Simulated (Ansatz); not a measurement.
# SnH2MeCl (CH₅ClSn): geometry, orbitals and charge

What does SnH2MeCl (CH₅ClSn) look like as a singlet, and where do its frontier electrons sit?

Computed with Ansatz 0.2.0, Gaussian basis. Level: RKS PBE0-D4/def2-TZVP.

Levels to be run: relaxation at r2SCAN-D4/def2-TZVP; a search for the lowest solution at PBE0-D4/def2-SVP; a single point at PBE0-D4/def2-TZVP; harmonic vibrations at r2SCAN-D4/def2-TZVP.

4 further runs of the same task are left out: 4 set aside as unsound or not needed. Runs told in other sessions of the task aren't counted.

## 1. The system as given

8 atoms, charge 0, spin multiplicity 1.

Atoms are counted from 1 here; the program's logs count them from 0.

Bond lengths: Sn1–H2 1.698 Å, Sn1–H3 1.698 Å, Sn1–C4 2.165 Å, Sn1–Cl8 2.299 Å, C4–H5 1.083 Å, C4–H6 1.084 Å, C4–H7 1.085 Å. Angles: H2–Sn1–H3 106.8°, H2–Sn1–C4 114.5°, H2–Sn1–Cl8 106.7°, H3–Sn1–C4 114.6°, H3–Sn1–Cl8 106.9°, C4–Sn1–Cl8 106.8°, Sn1–C4–H5 110.8°, Sn1–C4–H6 109.2°, Sn1–C4–H7 109.2°, H5–C4–H6 109.3°, H5–C4–H7 109.3°, H6–C4–H7 109.1°.

Sn takes a core potential in the def2 sets. No spin-orbit coupling is included.

The start is a GFN2-xTB geometry.

## 2. Relaxation at r2SCAN-D4/def2-TZVP

Contents of in.yaml:

```yaml
crystal:
  periodic: [false, false, false]
  atoms:
    - {symbol: Sn, position_ang: [0.531840, -0.710220, 0.379470]}
    - {symbol: H, position_ang: [0.571960, -0.827030, 2.073310]}
    - {symbol: H, position_ang: [2.135740, -0.853530, -0.160050]}
    - {symbol: C, position_ang: [-0.523200, 1.022460, -0.377510]}
    - {symbol: H, position_ang: [-0.089560, 1.935760, 0.010290]}
    - {symbol: H, position_ang: [-1.564130, 0.964080, -0.079090]}
    - {symbol: H, position_ang: [-0.464940, 1.029650, -1.460550]}
    - {symbol: Cl, position_ang: [-0.597710, -2.561170, -0.385860]}
basis:
  gaussian: {orbitals: def2-TZVP}
hamiltonian: {xc: r2scan, dispersion: d4}
scf: {lower_state_search: "off"}
output: {orbitals: {seedname: orbitals}}
relax: {f_tol: 0.02, max_steps: 100}
```

On the command line:

```bash
ansatz run in.yaml --threads 4 --pin off --events-out ev --progress --plain --max-ram 3916MiB
```

After this run come: Searching for the lowest solution, PBE0-D4/def2-SVP; Single point, PBE0-D4/def2-TZVP; Harmonic vibrations.

Before running them: what should the planned runs give, taken together? Wanted: point group; Cl–Sn bond; HOMO, LUMO at PBE0-D4/def2-TZVP; dipole at r2SCAN-D4/def2-TZVP; lowest, highest wavenumber.

**Answer**, as computed:

```
                       quantity            value
                    point group               Cs
                     Cl–Sn bond          2.348 Å
HOMO, LUMO at PBE0-D4/def2-TZVP  -8.30, -0.49 eV
  dipole at r2SCAN-D4/def2-TZVP           3.00 D
     lowest, highest wavenumber    86, 3160 cm⁻¹
```

What this shows: The molecule keeps its bonding pattern by the stored test; the atoms moved 0.04 Å (rms). All wavenumbers are real: a minimum at this level. The HOMO lies nearest to Cl8 58 %; C4 17 % and the LUMO to Sn1 27 %; Cl8 26 %. The point group is read from a loosely relaxed geometry; soft torsions can leave it below the true symmetry.
